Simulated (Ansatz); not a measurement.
# One shape, several levels: GeH3 (SMILES [GeH3])

Aim: a comparison of 6 runs (UHF/STO-3G, UBLYP/STO-3G, UCAM-B3LYP/STO-3G, USVWN5/STO-3G, UMP2/STO-3G, UCCSDT/STO-3G) of GeH3. 

The results are computed with Ansatz 0.2.0.

27 further runs of the same task are left out: 1 that didn't finish, 26 set aside as unsound or not needed.

## Step 1: The system as given

GeH3: 4 atoms, total charge 0, spin state doublet. As SMILES, `[GeH3]`. The H4–Ge1 distance was set to 3.848 Å, away from the relaxed value. At this shape a bond of the SMILES string is far longer than usual.

Bond lengths: Ge1–H2 1.539 Å, Ge1–H3 1.539 Å. Angles: H2–Ge1–H3 111.1°.

## Step 2: A single-point energy at UHF/STO-3G (run 1)

The input, run.yaml:

```yaml
crystal:
  periodic: [false, false, false]
  atoms:
    - {symbol: Ge, position_ang: [1.116714, -2.103081, 0.529712]}
    - {symbol: H, position_ang: [1.957114, -1.867581, 1.797412]}
    - {symbol: H, position_ang: [0.019314, -3.153081, 0.779012]}
    - {symbol: H, position_ang: [-0.386800, 1.192200, -0.768800]}
basis:
  gaussian:
    orbitals: STO-3G
magnetization:
  spin_polarized: true
  initial_magnetization: 1
hamiltonian:
  xc: hf
accuracy: high
```

Launch:

```sh
ansatz run run.yaml --threads 1 --pin off --max-ram 2610MiB --events-out events.jsonl --progress --plain --runs-dir runs
```

Log:

```text
Warning: RAYON_NUM_THREADS=1 ignored (pool sized by the plan → 1); use --threads N
Functional definition: HF
  name "HF"
  exchange = exact_x
  correlation = 0
250 factors; integrals over basis functions are off by at most 1.8e-8 eV
mean field evaluation 1: about -55863.0895 eV, gradient 7.4e0 eV
mean field evaluation 2: about -55863.0978 eV, gradient 7.4e0 eV
mean field evaluation 4: about -55866.5001 eV, gradient 8.7e0 eV
mean field evaluation 8: about -55866.8002 eV, gradient 9.3e0 eV
mean field evaluation 16: about -55872.7970 eV, gradient 1.8e-2 eV
mean field evaluation 32: about -55872.5617 eV, gradient 1.8e0 eV
mean field evaluation 64: about -55866.0787 eV, gradient 2.4e0 eV
mean field -55872.80491417 eV, -2053.2877086485 hartree, gradient 5.6e-8 eV, S^2 1.226632; 3 other end points of the search recorded, 0 dependent functions left out
reference -55872.80491417 eV, -2053.2877086485 hartree; 18, 17 occupied and 3, 4 virtual orbitals, 250 factors
Total energy: -55872.80491417 eV, -2053.2877086485 hartree
```

It took 0.28 s on 1 thread of Arm Neoverse V1, shared host.

## Step 3: The energy at UBLYP/STO-3G (run 2)

run.yaml, as its differences from that of step 2:

```diff
@@ -8,9 +8,5 @@
 basis:
-  gaussian:
-    orbitals: STO-3G
-magnetization:
-  spin_polarized: true
-  initial_magnetization: 1
-hamiltonian:
-  xc: hf
+  gaussian: {orbitals: STO-3G}
+magnetization: {spin_polarized: true, initial_magnetization: 1}
+hamiltonian: {xc: {name: BLYP}}
 accuracy: high
```

Launch:

```sh
ansatz run run.yaml --threads 1 --pin off --max-ram 2610MiB --events-out events.jsonl --progress --plain --runs-dir runs
```

Log, cut to the lines that bear on the results:

```text
Warning: RAYON_NUM_THREADS=1 ignored (pool sized by the plan → 1); use --threads N
Functional definition: BLYP
  name "BLYP"
[...]
250 factors; integrals over basis functions are off by at most 1.8e-8 eV
[...]
mean field -55905.56124728 eV, -2054.4914816872 hartree, gradient 1.2e-8 eV, S^2 1.192796; 19 other end points of the search recorded, 0 dependent functions left out
reference -55905.56128627 eV, -2054.4914831201 hartree; 18, 17 occupied and 3, 4 virtual orbitals, 250 factors
Total energy: -55905.56128627 eV, -2054.4914831201 hartree
```

It took 5.1 s on 1 thread of Arm Neoverse V1, shared host; peak memory 0.11 GiB.

Runs 3 to 4 aren't shown in full; the table further down has their settings and results.

## Step 4: The energy at UMP2/STO-3G (run 5)

The input, input.yaml:

```yaml
crystal:
  periodic: [false, false, false]
  atoms:
    - {symbol: Ge, position_ang: [1.116714, -2.103081, 0.529712]}
    - {symbol: H, position_ang: [1.957114, -1.867581, 1.797412]}
    - {symbol: H, position_ang: [0.019314, -3.153081, 0.779012]}
    - {symbol: H, position_ang: [-0.386800, 1.192200, -0.768800]}
basis:
  gaussian:
    orbitals: STO-3G
magnetization:
  spin_polarized: true
  initial_magnetization: 1
correlation:
  method: mp2
  frozen_orbitals: {Ge: 9, H: 0}
accuracy: high
```

Launch:

```sh
ansatz run input.yaml --threads 1 --pin off --max-ram 2610MiB --events-out events.jsonl --progress --plain --runs-dir runs
```

Log, cut to the lines that bear on the results:

```text
Warning: RAYON_NUM_THREADS=1 ignored (pool sized by the plan → 1); use --threads N
Functional definition: HF
  name "HF"
[...]
250 factors; integrals over basis functions are off by at most 1.8e-8 eV
[...]
mean field -55872.80491417 eV, -2053.2877086485 hartree, gradient 4.4e-8 eV, S^2 1.226632; 6 other end points of the search recorded, 0 dependent functions left out
9 core orbitals not correlated: weight in the atoms' cores, before any rotation towards them, 1.000 or more for the frozen orbitals, at most 0.000 for the correlated occupied ones
reference -55872.80491417 eV, -2053.2877086485 hartree; 9, 8 occupied and 3, 4 virtual orbitals, 250 factors
second order -0.70106605 eV of doubles, -0.00000000 eV of singles
Total energy: -55873.50598022 eV, -2053.3134723506 hartree
```

Wall time 0.34 s (1 thread of Arm Neoverse V1, shared host).

## Step 5: The energy at UCCSDT/STO-3G (run 6)

The input, job.yaml:

```yaml
crystal:
  periodic: [false, false, false]
  atoms:
    - symbol: Ge
      position_ang: [1.116714, -2.103081, 0.529712]
    - symbol: H
      position_ang: [1.957114, -1.867581, 1.797412]
    - symbol: H
      position_ang: [0.019314, -3.153081, 0.779012]
    - symbol: H
      position_ang: [-0.386800, 1.192200, -0.768800]
basis:
  gaussian:
    orbitals: STO-3G
magnetization:
  spin_polarized: true
  initial_magnetization: 1
scf:
  omitted_lower_state_checks: [cluster_reference, increment]
correlation:
  method: ccsdt
  frozen_orbitals: {Ge: 9, H: 0}
accuracy: high
```

Launch:

```sh
ansatz run job.yaml --threads 1 --pin off --max-ram 2610MiB --events-out events.jsonl --progress --plain --runs-dir runs
```

Log:

```text
Warning: RAYON_NUM_THREADS=1 ignored (pool sized by the plan → 1); use --threads N
[... 14 lines left out ...]
9 core orbitals not correlated: weight in the atoms' cores, before any rotation towards them, 1.000 or more for the frozen orbitals, at most 0.000 for the correlated occupied ones
[... 73 lines left out ...]
Total energy: -55874.00657616 eV, -2053.3318689120 hartree
Checks for a lower state left out: cluster_reference, increment
```

Wall time 1.3 s (1 thread of Arm Neoverse V1, shared host).

## Step 6: All runs side by side

| run | level | frozen core orbitals | energy (Eh) | ⟨S²⟩ | wall time |
| --- | --- | --- | --- | --- | --- |
| 1 | UHF/STO-3G | – | -2053.287709 | 1.227 | 0.28 s |
| 2 | UBLYP/STO-3G | – | -2054.491483 | 1.193 | 5.1 s |
| 3 | UCAM-B3LYP/STO-3G | – | -2054.635957 | 1.121 | 5.4 s |
| 4 | USVWN5/STO-3G | – | -2051.164385 | 1.201 | 2.5 s |
| 5 | UMP2/STO-3G | 9 | -2053.313472 | 1.227 | 0.34 s |
| 6 | UCCSDT/STO-3G | 9 | -2053.331869 | 1.227 | 1.3 s |

## Step 7: Results

```
                                          quantity           value
                               run 6: total energy  -2053.33187 Eh
run 6: correlation energy (9 core orbitals frozen)       -44.2 mEh
          run 6: ⟨S²⟩ of the reference determinant           1.227
                              run 6: T1 diagnostic           0.077
```

In words: Below the UHF energy at the same shape and in the same basis (STO-3G): UMP2 -25.8 mEh; UCCSDT -44.2 mEh. Totals of different functionals can't be ranked against each other. In runs 1, 2, 3, 4, 5, 6 the basis is minimal, so the values are rough. Spin contamination of the reference: run 1 ⟨S²⟩ = 1.23, run 5 ⟨S²⟩ = 1.23, run 6 ⟨S²⟩ = 1.23, run 4 ⟨S²⟩ = 1.20, run 2 ⟨S²⟩ = 1.19, run 3 ⟨S²⟩ = 1.12. All runs together took 15 s, the longest 5.4 s.
